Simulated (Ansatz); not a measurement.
# Li+ with GeH₄: structure and interaction energy

An exercise on one series of results from a longer session: the logs are not shown, and one member is left open.

Computed with Ansatz 0.2.0, Gaussian basis. Level: PBE0-D4 structure, single points in def2-TZVPPD.

Levels: PBE-D4, revPBE-D4, BLYP-D4, r2SCAN-D4, B97M-V, PBE0-D4, B3LYP-D4, HSE06-D4, wB97X-V, wB97M-V, B2PLYP, Hartree-Fock, MP2, CCSD, CCSD(T). The reference is CCSD(T) extrapolated to the basis limit. For elements past Ar these valence bases correlate outer-core shells poorly and lack relativity, so that limit is rough.

Correlated methods freeze the cores. Filled d shells of the heavier atoms are correlated. The outer core shell of Li, Na, Mg and K is correlated. B3LYP uses VWN-RPA correlation. B2PLYP carries no dispersion term here.

164 further runs of the same task are left out: 1 that didn't finish, 163 set aside as unsound or not needed.

**Starting geometry**

The pair, from a GFN2-xTB docking trial: 6 atoms, charge 1, spin multiplicity 1.

Atoms are counted from 1 here; the program's logs count them from 0.

Bond lengths: Li1–H3 1.599 Å, Ge2–H3 1.665 Å, Ge2–H4 1.480 Å, Ge2–H5 1.487 Å, Ge2–H6 1.487 Å. Angles: H3–Ge2–H4 104.4°, H3–Ge2–H5 103.2°, H3–Ge2–H6 103.2°, H4–Ge2–H5 115.0°, H4–Ge2–H6 115.0°, H5–Ge2–H6 114.0°, Li1–H3–Ge2 150.4°.

Geometry (Å):

```xyz
6
charge 1, multiplicity 1
Li    0.12840    0.03440   -2.52430
Ge   -0.05580   -0.01500    0.62500
H     0.44030    0.11870   -0.95830
H     1.15390    0.29750    1.41770
H    -0.51920   -1.42460    0.71640
H    -1.14750    0.98910    0.72360
```

Atoms 1 to 1 are fragment A (Li+), the rest fragment B (GeH₄).

Set-up of the first run:

Input file pre/in.yaml:

```yaml
crystal:
  periodic: [false, false, false]
  atoms:
    - {symbol: Li, position_ang: [0.128400, 0.034400, -2.524300]}
    - {symbol: Ge, position_ang: [-0.055800, -0.015000, 0.625000]}
    - {symbol: H, position_ang: [0.440300, 0.118700, -0.958300]}
    - {symbol: H, position_ang: [1.153900, 0.297500, 1.417700]}
    - {symbol: H, position_ang: [-0.519200, -1.424600, 0.716400]}
    - {symbol: H, position_ang: [-1.147500, 0.989100, 0.723600]}
basis:
  gaussian: {orbitals: def2-SVP}
total_charge: 1
hamiltonian: {xc: pbe, dispersion: d4}
relax: {f_tol: 0.03, max_steps: 250}
```

Launch:

```
$ ansatz run in.yaml --threads 2 --pin off --events-out ev --progress --plain --max-ram 5222MiB
```

Steps of the session up to this table: A first relaxation in a small basis; Relaxation at PBE0-D4; wB97X-V/def2-TZVPPD; wB97M-V/def2-TZVPPD; B2PLYP/def2-TZVPPD; B97M-V/def2-TZVPPD; CCSD(T)/def2-TZVPPD; MP2/def2-QZVPPD; Vibrations of the pair.

One table of the session follows, with a row left open; its other results are not shown here.

```
      method  interaction (kJ/mol)
      PBE-D4                -73.05
   revPBE-D4                -71.87
     BLYP-D4                -76.24
   r2SCAN-D4                -64.23
      B97M-V                -73.82
     PBE0-D4                -71.73
    B3LYP-D4                -75.46
    HSE06-D4                -71.81
     wB97X-V                -69.98
     wB97M-V                -70.44
      B2PLYP                -72.06
Hartree-Fock                -69.81
         MP2                -66.59
        CCSD                -67.03
     CCSD(T)                     ?
 CCSD(T)/CBS                -66.11
```

**Question.** Estimate the row for CCSD(T).

The run gave: interaction (kJ/mol): -66.51. In the column «interaction (kJ/mol)» it lies between MP2 (-66.59) and CCSD(T)/CBS (-66.11).

Among the levels timed on like hardware and quicker than the yardstick, those that no quicker one beats, quickest first: PBE-D4 (2.5 s, -6.94 kJ/mol); revPBE-D4 (2.6 s, -5.77 kJ/mol); PBE0-D4 (3 s, -5.62 kJ/mol); r2SCAN-D4 (5.1 s, +1.88 kJ/mol); CCSD(T) (19 s, -0.41 kJ/mol).

CCSD(T) reaches 0.41 kJ/mol from the reference in 19 s, where CCSD(T)/CBS took 32 s; the quickest level in the cost chart, PBE-D4, takes 2.5 s and misses by 6.94 kJ/mol.

Limits of these values: A lower arrangement may exist.
